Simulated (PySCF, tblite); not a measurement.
# C₃H₁₀NOSi radical: geometry, infrared bands and EPR parameters

Aim: predict the infrared bands and EPR parameters of C₃H₁₀NOSi radical (`C[CH][Si@H](O)NC`).

Computed with tblite 0.8.0 and PySCF 2.14.0, with density-fitted response routines of our own, on a single molecule in the gas phase. Atoms count from 0, in the outputs and in this text.

## Step 1: The molecule as given

16 atoms, charge 0, multiplicity 2; geometry from: force field or distance geometry start.

Bonds of the start (Å): C0–C1 1.48, C1–Si2 1.81, Si2–O3 1.63, Si2–N4 1.69, N4–C5 1.46, C0–H6 1.09, C0–H7 1.09, C0–H8 1.10, C1–H9 1.08, Si2–H10 1.47, O3–H11 0.98, N4–H12 1.02, C5–H13 1.09, C5–H14 1.09, C5–H15 1.10.

## Step 2: Geometry optimisation with GFN2-xTB

What the job is given:

```
{"job": {"kind": "relax", "xc": "GFN2-xTB", "basis": "xTB"}, "charge": 0, "multiplicity": 2}
C     -1.599900    -1.821900    -0.891400
C     -1.098800    -0.653300    -0.131700
Si     0.643800    -0.477200     0.323300
O      1.013900    -1.258900     1.703500
N      0.951800     1.137000     0.725900
C      0.815700     2.260500    -0.200300
H     -0.838400    -2.564000    -1.109500
H     -2.020700    -1.474300    -1.838900
H     -2.403300    -2.314400    -0.326800
H     -1.780800     0.124700     0.182900
H      1.548900    -0.866500    -0.765300
H      0.511000    -0.967600     2.486600
H      1.888700     1.157600     1.116000
H     -0.198800     2.354900    -0.578700
H      1.501800     2.179300    -1.046400
H      1.057400     3.193100     0.339400
```

On the command line:

```
$ OMP_NUM_THREADS=1 python probes_run.py task.json out
```

The driver reads the jobs from task.json and runs them one after another.

**Question.** This job is followed by: GFN2-xTB harmonic vibrations, gas phase; UKS B3LYP, pcH-1 on C H N O Si, non-relativistic, mean-field spin-orbit, GIAO. What will the session give for the following? strongest single infrared mode (GFN2-xTB); zero-point energy (GFN2-xTB); g(iso) (B3LYP); ⟨S²⟩; largest a(iso) (averaged by class); potential on the surface of density 0.002 e/bohr³, 1st and 99th percentile.

The runs gave:

| quantity | value |
| --- | --- |
| strongest single infrared mode (GFN2-xTB) | 847 cm⁻¹, 327 km/mol |
| zero-point energy (GFN2-xTB) | 79.5 kcal/mol |
| g(iso) (B3LYP) | 2.00258 |
| ⟨S²⟩ | 0.753 (exact 0.75) |
| largest a(iso) (averaged by class) | 13C on C1, 85.5 MHz |
| potential on the surface of density 0.002 e/bohr³, 1st and 99th percentile | -1.57 V and 1.95 V |

**Reading.** Over 149 steps the energy fell by 0.340 eV; of the close pairs, C1–Si2 changed most, 1.810 to 1.855 Å. All 42 modes are real, so the xTB geometry is a minimum. The strongest single mode, at 847 cm⁻¹, moves mainly H11. Unscaled tight-binding wavenumbers are off by several per cent, some by more. Its intensities can rank the bands wrongly. C1 carries the largest spin population, 1.00 e. The isotropic g lies 0.3 ppt above the free-electron value. These values are for one conformer; the search (at its own cheap level) found 2 more, at 0.02, 1.58 kcal/mol (those within 0.05 may be mirror or relabelled copies), and measured spectra average over such forms.
